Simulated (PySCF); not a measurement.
# CH6GeNP: the cost of one run

The runs use PySCF 2.14.0, with density-fitted response routines of our own; the level of theory stands in each step. All values are computed, except where a source is named. Atoms are numbered from 0 throughout.

### 1 The starting structure

10 atoms, charge 0, multiplicity 1; geometry from: PBE0-D3(BJ)/def2-SVP.

Bonds of the start (Å): C0–N1 1.26, N1–Ge2 1.86, Ge2–P3 2.32, C0–H4 1.11, C0–H5 1.11, Ge2–H6 1.55, Ge2–H7 1.54, P3–H8 1.43, P3–H9 1.43.

### 2 Shielding tensors: HF/pcSseg-2

The job: settings as JSON, then the geometry in Å.

```
{"job": {"kind": "nmr", "xc": "HF", "basis": "pcSseg-2", "pop": false}, "charge": 0, "multiplicity": 1}
C     -1.618806     0.884949     1.003928
N     -1.055619     0.823659    -0.124901
Ge     0.136563    -0.557767    -0.508181
P      2.273619     0.304657    -0.766381
H     -1.482370     0.151268     1.829470
H     -2.311069     1.718128     1.230748
H      0.136419    -1.606500     0.633488
H     -0.319043    -1.188938    -1.832998
H      1.792432     1.458688    -1.457790
H      2.241677     0.952124     0.507358
```

Level: GIAO HF/pcSseg-2 NMR shielding, non-relativistic, gas phase.

On the command line:

```console
$ OMP_NUM_THREADS=1 python probes_run.py task.json out
```

One launch serves the whole session: the jobs run in the order shown.

Q: Estimate the wall time and peak memory of this first job on 1 thread of Arm Neoverse V2, shared host.

About 16 s, with a peak of 1 GiB.
